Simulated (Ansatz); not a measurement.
# BFH4O2: the cost of one run

Program: Ansatz 0.2.0. Level of theory: RKS B3LYP-D4/cc-pVDZ. These are calculated values, not measurements.

## Step 1: Starting point

Bond lengths: B1–F2 1.670 Å, B1–O3 1.410 Å, O3–H4 1.010 Å, B1–O5 1.410 Å, O5–H6 1.010 Å. Angles: F2–B1–O3 120.0°, F2–B1–O5 120.0°, O3–B1–O5 120.0°, B1–O3–H4 109.5°, B1–O5–H6 109.5°.

Coordinates:

```xyz
8

B     0.0000    0.0000    0.0000
F     0.0000    0.0000    1.6700
O     1.2211    0.0000   -0.7050
H     1.5209   -0.9519   -0.8599
O    -1.2211    0.0000   -0.7050
H    -1.7308   -0.8467   -0.4965
H     0.0668    1.4124    0.4698
H     0.0526    1.1131    1.3144
```

## Step 2: Pulling towards end A

Springs on the bonds that form and break draw the guess towards this end; the thresholds are loose.

File input.yaml:

```yaml
crystal:
  periodic: [false, false, false]
  atoms:
    - { symbol: B, position_ang: [0.0, 0.0, 0.0] }
    - { symbol: F, position_ang: [0.0, 0.0, 1.67] }
    - { symbol: O, position_ang: [1.2211, 0.0, -0.705] }
    - { symbol: H, position_ang: [1.5209, -0.9519, -0.8599] }
    - { symbol: O, position_ang: [-1.2211, 0.0, -0.705] }
    - { symbol: H, position_ang: [-1.7308, -0.8467, -0.4965] }
    - { symbol: H, position_ang: [0.0668, 1.4124, 0.4698] }
    - { symbol: H, position_ang: [0.0526, 1.1131, 1.3144] }
basis:
  gaussian: { orbitals: cc-pVDZ }
hamiltonian:
  xc: b3lyp
  dispersion: d4
relax:
  f_tol: 0.15
  max_steps: 25
  restrain:
    - { distance: [0, 6], at: 2.39, k: 30.0 }
    - { distance: [7, 1], at: 2.12, k: 30.0 }
    - { distance: [0, 1], at: 1.32, k: 30.0 }
    - { distance: [7, 6], at: 0.66, k: 30.0 }
```

Run with:

```sh
$ ansatz run input.yaml --threads 2 --pin off --max-ram 3072MiB --backend cpu --events-out ev --progress --plain --runs-dir out
```

Q: Estimate wall time and peak memory on 2 threads of Arm Neoverse V1, shared host.

About 13 s, with a peak of 0.14 GiB.
